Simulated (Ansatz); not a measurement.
# GeH4O2Si, SMILES [OH][GeH]1[O][SiH2]1: a rigid scan of one bond angle

With the Ansatz DFT code, driven from Python.

Notebook, run cell by cell (the value of a cell's last expression is shown):

```python
import ansatz as az
from ase import Atoms
```

```python
atoms = Atoms(["O", "Ge", "O", "Si", "H", "H", "H", "H"], positions=[
    (-0.9127, 1.6639, -0.8603),
    (0.0781, 0.924, 0.3522),
    (1.1928, -0.1896, -0.4944),
    (0.2732, -1.3616, 0.1894),
    (-1.7267, 1.0847, -0.994),
    (0.9119, 1.8621, 1.2834),
    (0.8814, -2.0658, 1.3143),
    (-0.606, -1.9749, -0.8464),
])
```

```python
first = az.Crystal.molecule_from_ase(atoms).calculation()
first = first.basis(gaussian="def2-SVP")
first = first.functional("B3LYP")
first = first.relax(force_tolerance=0.02, max_steps=80)
atoms.positions = first.run(threads=1, pin="off").report["positions_ang"]
```

    

```python
rows = []
for angle in [85, 95, 105, 115, 125, 140, 160]:
    bent = atoms.copy()
    bent.set_angle(1, 0, 4, angle, indices=[4])
    calc = az.Crystal.molecule_from_ase(bent).calculation().basis(gaussian="def2-SVP").functional("B3LYP")
    rows.append((angle, calc.run(threads=1, pin="off").report["free_energy_ev"]))
floor = min(e for _, e in rows)
for angle, e in rows:
    print(f"angle Ge1-O0-H4 = {angle:3d} deg   {1000 * (e - floor):9.1f} meV")
```

    angle Ge1-O0-H4 =  85 deg       415.7 meV
    angle Ge1-O0-H4 =  95 deg       160.0 meV
    angle Ge1-O0-H4 = 105 deg        30.8 meV
    angle Ge1-O0-H4 = 115 deg         0.0 meV
    angle Ge1-O0-H4 = 125 deg        43.6 meV
    angle Ge1-O0-H4 = 140 deg       197.7 meV
    angle Ge1-O0-H4 = 160 deg       445.9 meV

Notes:
- The scan is rigid, and the energies are electronic, in a modest basis. The zero is the lowest point of the grid, which needn't be the minimum.
- b3lyp holds the VWN-RPA fit, as in Gaussian; the form of ORCA and Turbomole is b3lyp5.
- Hardware and time: 65 s on 1 thread of Arm Neoverse V1 (shared host), peak memory 0.29 GiB.

(Lines on the test bed's own set-up are left out of the output.)
